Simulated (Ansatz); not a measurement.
# Cu2PbS4: the cost of one run

Computed with Ansatz 0.2.0 (DFT PBE, scalar-relativistic, plane waves, PAW, unless a step names another level, unless a step's input says otherwise).

### Step 1. The structure to begin with

It takes space group P-42m (No. 111, tetragonal). The conventional cell has a = 5.251 Å, b = 5.251 Å, c = 5.657 Å, α = 90.00°, β = 90.00°, γ = 90.00°. Cu (site symmetry 222) is surrounded by 4 S at 2.27 Å. Pb (site symmetry -42m) is surrounded by 4 S at 2.59 Å. Around S (site symmetry m) lie 2 Cu at 2.27 Å and 1 Pb at 2.59 Å.

Coordinates:

```
CELL_PARAMETERS angstrom
5.25128 0.00000 0.00000
0.00000 5.25128 0.00000
0.00000 0.00000 5.65662
ATOMIC_POSITIONS crystal
Cu 0.50000 0.00000 0.00000
Cu 0.00000 0.50000 0.00000
Pb 0.00000 0.00000 0.50000
S 0.72010 0.72010 0.22617
S 0.72010 0.27990 0.77383
S 0.27990 0.27990 0.22617
S 0.27990 0.72010 0.77383
```

It came out lowest among 22 distinct ends of the trial cells. At a tolerance of 0.05 Å it has space group P-42m (No. 111).

### Step 2. Relaxing to 0.001 eV/Å, on the response runs' mesh and smearing

input.yaml

```yaml
crystal:
  lattice:
    - [5.2512769454, 0.0, 0.0]
    - [0.0, 5.2512769454, 0.0]
    - [0.0, 0.0, 5.6566216082]
  atoms:
    - { symbol: Cu, position: [0.5, 0.0, 0.0] }
    - { symbol: Cu, position: [0.0, 0.5, 0.0] }
    - { symbol: Pb, position: [0.0, 0.0, 0.5] }
    - { symbol: S, position: [0.7200954419, 0.7200954419, 0.2261670319] }
    - { symbol: S, position: [0.7200954419, 0.2799045581, 0.7738329681] }
    - { symbol: S, position: [0.2799045581, 0.2799045581, 0.2261670319] }
    - { symbol: S, position: [0.2799045581, 0.7200954419, 0.7738329681] }
basis:
  ecutwfc: 420
kpoints:
  mp_grid: { grid: [6, 6, 6] }
hamiltonian:
  xc: pbe
scf:
  occupations: { method: gaussian, width: 0.1 }
output:
  forces: true
  stress: true
  eigenvalues: true
relax:
  adjacent_minimum: "off"
  f_tol: 0.001
  max_steps: 60
  cell: { stress_tol: 0.01 }
```

On the command line:

```console
> ansatz run input.yaml --threads 3 --pin off --max-ram 7680MiB --backend cpu --events-out ev --progress --plain --runs-dir out
```

What time and memory should one allow on 3 threads of AMD EPYC 9R45 (Zen 5), shared host?

About 26 s, with a peak of 0.63 GiB.
